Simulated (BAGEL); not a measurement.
# BGeH5 (SMILES [BH2][GeH3]) at 4 levels

We compute a comparison of 4 runs (B3LYP/6-31G*, B3LYP/aug-cc-pVDZ, PBE0/aug-cc-pVDZ, RI-MP2/aug-cc-pVDZ) of BGeH5. 

The results are computed with BAGEL 1.2.2.

### Step 1. The molecule

BGeH5 has 7 atoms, charge 0, and is taken as a singlet. SMILES: `[BH2][GeH3]`. The shape is that of a PBE0-D4/def2-TZVP optimisation.

Bond lengths: B1–Ge2 2.057 Å, B1–H3 1.195 Å, B1–H4 1.194 Å, Ge2–H5 1.542 Å, Ge2–H6 1.542 Å, Ge2–H7 1.538 Å. Angles: B1–Ge2–H5 109.6°, B1–Ge2–H6 109.7°, B1–Ge2–H7 114.9°, Ge2–B1–H3 119.1°, Ge2–B1–H4 122.6°, H5–Ge2–H6 106.6°, H5–Ge2–H7 107.9°, H6–Ge2–H7 107.9°, H3–B1–H4 118.3°.

### Step 2. A single-point energy at B3LYP/6-31G(d) (density fitting with qzvpp-jkfit, spherical functions) (run 1)

input.json

```json
{ "bagel": [

{
  "title": "molecule",
  "basis": "6-31gs.json",
  "df_basis": "qzvpp-jkfit",
  "angstrom": true,
  "geometry": [
    { "atom": "B", "xyz": [       0.007500,      -1.219800,       0.268100 ] },
    { "atom": "Ge", "xyz": [       0.048900,       0.786100,      -0.183400 ] },
    { "atom": "H", "xyz": [      -1.044400,      -1.784600,       0.312800 ] },
    { "atom": "H", "xyz": [       0.997700,      -1.849300,       0.488600 ] },
    { "atom": "H", "xyz": [      -0.601100,       1.019700,      -1.562200 ] },
    { "atom": "H", "xyz": [      -0.799800,       1.566200,       0.840700 ] },
    { "atom": "H", "xyz": [       1.452500,       1.413700,      -0.210300 ] }
  ]
},

{
  "title": "ks",
  "xc_func": "b3lyp"
},

{
  "title": "print",
  "file": "orbitals.molden",
  "orbitals": true
}

]}
```

The basis set 6-31G* is read from a file made from the Basis Set Exchange's data (not shown).

The run is started by

```sh
$ BAGEL_NUM_THREADS=1 BAGEL input.json > input.out
```

Standard output:

```text
* using 1 threads per process

  ===============================================================
  ===============================================================

  *** Geometry ***

[... 20 lines left out ...]
    * Removing 10493 points whose weight is below 1.00e-10
[... 2 lines left out ...]
  === Nuclear Repulsion ===
    94.8513675799

       - DIIS with orbital gradients will be used.

  === KS iteration (b3lyp / 6-31gs.json) ===
      0      -2040.48539594          0.10759141           0.33
      1      -1827.80048499          0.26149081           0.31
      2      -2016.88926284          0.13103352           0.31
[... 18 lines of this table left out ...]
     21      -2104.57229198          0.00000000           0.31
    * SCF iteration converged.

    * Permanent dipole moment:
           (    0.000884,     0.216461,    -0.049307) a.u.

    * METHOD: KS                                   7.29

    * METHOD: PRINT                                0.02

  ===============================================================
```

Wall time 7.8 s (1 thread of Arm Neoverse N1, shared host); peak memory 0.29 GiB.

### Step 3. A single-point energy at B3LYP/aug-cc-pVDZ (density fitting with qzvpp-jkfit) (run 2)

dft.json

```json
{ "bagel" : [

{
  "title" : "molecule",
  "basis" : "aug-cc-pvdz.json",
  "df_basis" : "qzvpp-jkfit",
  "angstrom" : true,
  "geometry" : [
    { "atom" : "B", "xyz" : [       0.007500,      -1.219800,       0.268100 ] },
    { "atom" : "Ge", "xyz" : [       0.048900,       0.786100,      -0.183400 ] },
    { "atom" : "H", "xyz" : [      -1.044400,      -1.784600,       0.312800 ] },
    { "atom" : "H", "xyz" : [       0.997700,      -1.849300,       0.488600 ] },
    { "atom" : "H", "xyz" : [      -0.601100,       1.019700,      -1.562200 ] },
    { "atom" : "H", "xyz" : [      -0.799800,       1.566200,       0.840700 ] },
    { "atom" : "H", "xyz" : [       1.452500,       1.413700,      -0.210300 ] }
  ]
},

{
  "title" : "ks",
  "xc_func" : "b3lyp"
},

{
  "title" : "print",
  "file" : "orbitals.molden",
  "orbitals" : true
}

]}
```

The basis set aug-cc-pVDZ is read from a file made from the Basis Set Exchange's data (not shown).

The run is started by

```sh
$ BAGEL_NUM_THREADS=1 BAGEL dft.json > dft.out
```

Standard output:

```text
* using 1 threads per process

  ===============================================================
  ===============================================================

  *** Geometry ***

[... 20 lines left out ...]
    * Removing 10493 points whose weight is below 1.00e-10
[... 2 lines left out ...]
  === Nuclear Repulsion ===
    94.8513675799

       - DIIS with orbital gradients will be used.

  === KS iteration (b3lyp / aug-cc-pvdz.json) ===
      0      -2088.09069525          0.04322729           0.55
      1      -1991.95049377          0.19275106           0.54
      2      -2064.96172625          0.06300569           0.54
[... 24 lines of this table left out ...]
     27      -2104.82969694          0.00000000           0.55
    * SCF iteration converged.

    * Permanent dipole moment:
           (   -0.005844,     0.186122,    -0.043035) a.u.

    * METHOD: KS                                  16.07

    * METHOD: PRINT                                0.06

  ===============================================================
```

It took 17 s on 1 thread of Arm Neoverse N1, shared host; peak memory 0.45 GiB.

Run 3 isn't shown in full; the table further down has it.

### Step 4. The energy at RI-MP2/aug-cc-pVDZ (density fitting with qzvpp-jkfit) (run 4)

input.json

```json
{ "bagel": [

{
  "title": "molecule",
  "basis": "aug-cc-pvdz.json",
  "df_basis": "qzvpp-jkfit",
  "angstrom": true,
  "geometry": [
    { "atom": "B", "xyz": [    0.007500,   -1.219800,    0.268100 ] },
    { "atom": "Ge", "xyz": [    0.048900,    0.786100,   -0.183400 ] },
    { "atom": "H", "xyz": [   -1.044400,   -1.784600,    0.312800 ] },
    { "atom": "H", "xyz": [    0.997700,   -1.849300,    0.488600 ] },
    { "atom": "H", "xyz": [   -0.601100,    1.019700,   -1.562200 ] },
    { "atom": "H", "xyz": [   -0.799800,    1.566200,    0.840700 ] },
    { "atom": "H", "xyz": [    1.452500,    1.413700,   -0.210300 ] }
  ]
},
{
  "title": "hf"
},
{
  "title": "mp2",
  "ncore": 10
}

]}
```

The basis set aug-cc-pVDZ is read from a file made from the Basis Set Exchange's data (not shown).

The run is started by

```sh
$ BAGEL_NUM_THREADS=1 BAGEL input.json > input.out
```

Standard output:

```text
* using 1 threads per process

  ===============================================================
  ===============================================================

  *** Geometry ***

[... 31 lines left out ...]
    * SCF iteration converged.
[... 1 line left out ...]
    * Permanent dipole moment:
[... 2 lines left out ...]
    * METHOD: HF                                   1.41

  *** RHF ***

  === Nuclear Repulsion ===
    94.8513675799

      * DIIS with orbital gradients will be used.

  === RHF iteration (aug-cc-pvdz.json) ===
      0      -2102.88479018          0.00000000           0.10
    * SCF iteration converged.

    * Permanent dipole moment:
           (   -0.025501,     0.246549,    -0.058590) a.u.

  === DF-MP2 calculation ===

    * freezing 10 orbitals
    * 3-index integral transformation done
    * assembly done

      MP2 correlation energy:   -0.2178037562      0.07

      MP2 total energy:       -2103.1025939399

    * METHOD: MP2                                  0.28

  ===============================================================
```

Wall time 2.2 s (1 thread of Arm Neoverse N1, shared host); peak memory 0.13 GiB.

### Step 5. All runs side by side

```
run                                                                 level  frozen core orbitals   energy (Eh)  dipole moment (D)  HOMO energy (eV)  LUMO energy (eV)  wall time
  1  B3LYP/6-31G* (density fitting with qzvpp-jkfit, spherical functions)                     –  -2104.572292               0.56             -8.02             -2.31      7.8 s
  2                  B3LYP/aug-cc-pVDZ (density fitting with qzvpp-jkfit)                     –  -2104.829697               0.49             -8.17             -2.65       17 s
  3                   PBE0/aug-cc-pVDZ (density fitting with qzvpp-jkfit)                     –  -2104.466655               0.47             -8.36             -2.42       11 s
  4                 RI-MP2/aug-cc-pVDZ (density fitting with qzvpp-jkfit)                    10  -2103.102594                  –                 –                 –      2.2 s
```

### Step 6. Results

```
                                           quantity           value
                                run 4: total energy  -2103.10259 Eh
run 4: correlation energy (10 core orbitals frozen)      -217.8 mEh
```

**Reading.** Over runs 1, 2, 3 the dipole moment (its size) runs from 0.47 D (PBE0/aug-cc-pVDZ) to 0.56 D (B3LYP/6-31G*). The two ends differ in method and basis. Over runs 1, 2, 3 the HOMO–LUMO gap runs from 5.52 eV (B3LYP/aug-cc-pVDZ) to 5.94 eV (PBE0/aug-cc-pVDZ). Totals of different functionals can't be ranked against each other. All runs together took 38 s, the longest 17 s.
